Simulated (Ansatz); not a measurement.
**CH5Al2FOS: how energies converge with the basis set**

An exercise on one series of results from a longer session: the logs are not shown, and one member is left open.

The runs use Ansatz 0.2.0, Gaussian basis; one geometry, several basis sets.

Plan: PBE0-D4/def2-SVP; ωB97M-V/def2-SVP; PBE0-D4/def2-QZVPP; ωB97M-V/def2-QZVPP; the functionals' def2-TZVPP values are taken from earlier runs.

**The geometry**

The geometry comes from an earlier relaxation with PBE0-D4 in a triple-zeta def2 set; it is a stationary point, not always the lowest conformer.

SMILES `[OH][AlH][Al]([F])[CH2]S`, 11 atoms, charge 0, spin multiplicity 1.

Atoms are counted from 1 here; the program's logs count them from 0.

Bond lengths: O1–Al2 1.718 Å, O1–H7 0.957 Å, Al2–Al3 2.551 Å, Al2–H8 1.593 Å, Al3–F4 1.661 Å, Al3–C5 1.953 Å, C5–S6 1.851 Å, C5–H9 1.086 Å, C5–H10 1.090 Å, S6–H11 1.351 Å. Angles: Al2–O1–H7 123.8°, O1–Al2–Al3 105.5°, O1–Al2–H8 117.1°, Al3–Al2–H8 137.4°, Al2–Al3–F4 126.3°, Al2–Al3–C5 116.6°, F4–Al3–C5 117.1°, Al3–C5–S6 82.2°, Al3–C5–H9 126.4°, Al3–C5–H10 116.2°, S6–C5–H9 110.4°, S6–C5–H10 105.3°, H9–C5–H10 110.2°, C5–S6–H11 97.6°.

Set-up of the first run:

Input file in.yaml:

```yaml
crystal:
  periodic: [false, false, false]
  atoms:
    - {symbol: O, position_ang: [-1.461075, -1.264447, 1.123828]}
    - {symbol: Al, position_ang: [-0.165225, -1.974857, 0.248265]}
    - {symbol: Al, position_ang: [1.038313, -0.031997, -0.884824]}
    - {symbol: F, position_ang: [1.872170, -0.095621, -2.320399]}
    - {symbol: C, position_ang: [0.876001, 1.716002, -0.028504]}
    - {symbol: S, position_ang: [-0.818388, 1.641336, -0.770891]}
    - {symbol: H, position_ang: [-2.075766, -1.761802, 1.662893]}
    - {symbol: H, position_ang: [-0.010427, -3.558243, 0.338626]}
    - {symbol: H, position_ang: [0.814086, 1.907047, 1.039039]}
    - {symbol: H, position_ang: [1.373196, 2.545960, -0.531388]}
    - {symbol: H, position_ang: [-1.377585, 0.819621, 0.143955]}
basis:
  gaussian: {orbitals: def2-SVP}
hamiltonian: {xc: pbe0, dispersion: d4}
output: {orbitals: {seedname: orbitals}}
```

Command:

```sh
ansatz run in.yaml --threads 4 --pin off --events-out ev --progress --plain --max-ram 10444MiB
```

Steps of the session up to this table: PBE0-D4 in def2-SVP; ωB97M-V in def2-SVP; PBE0-D4 in def2-QZVPP; ωB97M-V in def2-QZVPP.

One table of the session follows, with a row left open; its other results are not shown here.

It belongs to the step «Functionals by basis». 

| functional | basis | HOMO (eV) | LUMO (eV) |
| --- | --- | --- | --- |
| PBE0-D4 | def2-SVP | -6.93 | -1.58 |
| PBE0-D4 | def2-TZVPP | -6.97 | -1.72 |
| PBE0-D4 | def2-QZVPP | -6.99 | -1.76 |
| ωB97M-V | def2-SVP | -8.91 | 0.14 |
| ωB97M-V | def2-TZVPP | -8.98 | -0.07 |
| ωB97M-V | def2-QZVPP | ? | ? |

**Question.** Estimate the row for ωB97M-V, def2-QZVPP.

The run gave: HOMO (eV): -9.01; LUMO (eV): -0.24. In the column «HOMO (eV)» it is the lowest.
